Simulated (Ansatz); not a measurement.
# C2H6N2OSi: the cost of one run

The runs use Ansatz 0.2.0, Gaussian basis; functionals in def2-TZVPP, the program's frozen cores in correlated methods.

Levels to be run: PBE-D4, r2SCAN-D4, PBE0-D4, B3LYP-D4, ωB97X-V, ωB97M-V, B2PLYP; CCSD(T)/def2-TZVPP; MP2/def2-QZVPP; extrapolation to the limit.

### Step 1. Structure used throughout

All runs share one geometry, relaxed beforehand with PBE0-D4 in a triple-zeta def2 set.

SMILES `O=C[SiH]1NCN1`, 12 atoms, charge 0, spin multiplicity 1.

Atoms are counted from 1 here; the program's logs count them from 0.

Bond lengths: O1–C2 1.208 Å, C2–Si3 1.924 Å, C2–H7 1.120 Å, Si3–N4 1.719 Å, Si3–N6 1.723 Å, Si3–H8 1.494 Å, N4–C5 1.472 Å, N4–H9 1.006 Å, C5–N6 1.473 Å, C5–H10 1.097 Å, C5–H11 1.097 Å, N6–H12 1.005 Å. Angles: O1–C2–Si3 120.6°, O1–C2–H7 119.0°, Si3–C2–H7 120.4°, C2–Si3–N4 114.7°, C2–Si3–N6 116.2°, C2–Si3–H8 105.5°, N4–Si3–N6 80.8°, N4–Si3–H8 120.1°, N6–Si3–H8 118.7°, Si3–N4–C5 90.5°, Si3–N4–H9 128.1°, C5–N4–H9 118.3°, N4–C5–N6 98.4°, N4–C5–H10 112.5°, N4–C5–H11 112.4°, N6–C5–H10 112.4°, N6–C5–H11 112.2°, H10–C5–H11 108.7° and more.

### Step 2. PBE-D4 (GGA)

Input file in.yaml:

```yaml
crystal:
  periodic: [false, false, false]
  atoms:
    - {symbol: O, position_ang: [-2.112986, -1.727998, -0.633830]}
    - {symbol: C, position_ang: [-0.992252, -1.613821, -1.070824]}
    - {symbol: Si, position_ang: [0.380286, -0.751441, -0.033901]}
    - {symbol: N, position_ang: [-0.199771, 0.203205, 1.272205]}
    - {symbol: C, position_ang: [0.291853, 1.425000, 0.614840]}
    - {symbol: N, position_ang: [0.883787, 0.802820, -0.582077]}
    - {symbol: H, position_ang: [-0.762451, -2.022414, -2.087701]}
    - {symbol: H, position_ang: [1.417999, -1.798784, 0.206700]}
    - {symbol: H, position_ang: [-1.123691, 0.215110, 1.670047]}
    - {symbol: H, position_ang: [-0.517859, 2.122724, 0.366970]}
    - {symbol: H, position_ang: [1.038971, 1.953266, 1.220495]}
    - {symbol: H, position_ang: [1.773214, 1.137231, -0.908923]}
basis:
  gaussian: {orbitals: def2-TZVPP}
hamiltonian: {xc: pbe, dispersion: d4}
output: {forces: true, orbitals: {seedname: orbitals}}
```

On the command line:

```console
> ansatz run in.yaml --threads 4 --pin off --events-out ev --progress --plain --max-ram 10444MiB
```

Q: Estimate wall time and peak memory on 4 threads of Arm Neoverse V1, shared host.

About 3.5 s, with a peak of 0.39 GiB.
